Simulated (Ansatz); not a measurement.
**[NdCl6]3-: one state, many levels**

Aim: run the quartet of [NdCl6]3- at one geometry on many levels, and compare frontier levels, spin and run time.

Program: Ansatz 0.2.0, Gaussian basis. Level of theory: as each input shows. These are calculated values, not measurements.

The runs, in order: PBE-D4/def2-TZVP, r2SCAN-D4/def2-TZVP, BHLYP-D4/def2-TZVP, B2PLYP/def2-TZVP, PBE-D4/def2-SVP, PBE0-D4/def2-SVP, MP2/def2-TZVP, RPA/def2-TZVP.

**1. The relaxed structure**

The geometry is that of the quartet, from an earlier relaxation (PBE-D4/def2-SVP).

7 atoms, charge -3, spin multiplicity 4.

Atoms are counted from 1 here; the program's logs count them from 0.

Bond lengths: Nd1–Cl2 2.794 Å, Nd1–Cl3 2.794 Å, Nd1–Cl4 2.794 Å, Nd1–Cl5 2.793 Å, Nd1–Cl6 2.793 Å, Nd1–Cl7 2.794 Å. Angles: Cl2–Nd1–Cl3 179.9°, Cl2–Nd1–Cl4 89.9°, Cl2–Nd1–Cl5 90.0°, Cl2–Nd1–Cl6 90.0°, Cl2–Nd1–Cl7 90.0°, Cl3–Nd1–Cl4 90.1°, Cl3–Nd1–Cl5 89.9°, Cl3–Nd1–Cl6 90.0°, Cl3–Nd1–Cl7 90.0°, Cl4–Nd1–Cl5 179.9°, Cl4–Nd1–Cl6 90.1°, Cl4–Nd1–Cl7 89.9°, Cl5–Nd1–Cl6 90.1°, Cl5–Nd1–Cl7 90.0°, Cl6–Nd1–Cl7 179.9°.

Nd takes a core potential in the def2 sets. No spin-orbit coupling is included. The ion is computed in the gas phase, without counter-ions or solvent.

PBE0-D4/def2-TZVP was run before; its log isn't repeated, and its numbers join the tables.

**2. PBE-D4/def2-TZVP**

start.molden holds the orbitals of an earlier run on this state, given as this run's starting guess.

in.yaml

```yaml
crystal:
  periodic: [false, false, false]
  atoms:
    - {symbol: Nd, position_ang: [-0.000236, 0.000635, -0.000288]}
    - {symbol: Cl, position_ang: [-0.021137, -0.000973, 2.793313]}
    - {symbol: Cl, position_ang: [0.016822, 0.004530, -2.793883]}
    - {symbol: Cl, position_ang: [2.793646, 0.006784, 0.023226]}
    - {symbol: Cl, position_ang: [-2.793376, -0.010930, -0.022914]}
    - {symbol: Cl, position_ang: [-0.008878, 2.793591, 0.003599]}
    - {symbol: Cl, position_ang: [0.013159, -2.793637, -0.003041]}
basis:
  gaussian: {orbitals: def2-TZVP, initial_orbitals: start.molden}
total_charge: -3
magnetization: {spin_polarized: true, initial_magnetization: 3}
hamiltonian: {xc: pbe, dispersion: d4}
scf: {omitted_lower_state_checks: [starts]}
output: {orbitals: {seedname: orbitals}}
```

The run is started by

```bash
ansatz run in.yaml --threads 4 --pin off --events-out ev --progress --plain --max-ram 6963MiB
```

Further steps of the session: r2SCAN-D4/def2-TZVP; BHLYP-D4/def2-TZVP; B2PLYP/def2-TZVP; PBE-D4/def2-SVP; PBE0-D4/def2-SVP; MP2/def2-TZVP; RPA/def2-TZVP.

Q: Predict the results of all the runs planned. Wanted: gap in def2-TZVP, named functionals, smallest and largest; correlation energy, MP2/def2-TZVP; ⟨S²⟩ in def2-TZVP, named functionals, smallest and largest; PBE0 total energy, smallest basis above largest.

**Answer**, as computed:

| quantity | value |
| --- | --- |
| gap in def2-TZVP, named functionals, smallest and largest | 1.31 eV (PBE-D4), 8.16 eV (BHLYP-D4) |
| correlation energy, MP2/def2-TZVP | -55.41 eV |
| ⟨S²⟩ in def2-TZVP, named functionals, smallest and largest | 3.752, 3.772 |
| PBE0 total energy, smallest basis above largest | 27.15 eV (def2-SVP, def2-TZVP) |

Over the named functionals in def2-TZVP the gap runs from 1.31 eV (PBE-D4) to 8.16 eV (BHLYP-D4); exact exchange widens it. Over the named functionals in def2-TZVP spin contamination reaches 0.02 (PBE-D4), which is small. All 4 functionals in this basis put the HOMO above zero: at these levels the basis alone holds the outermost electron.
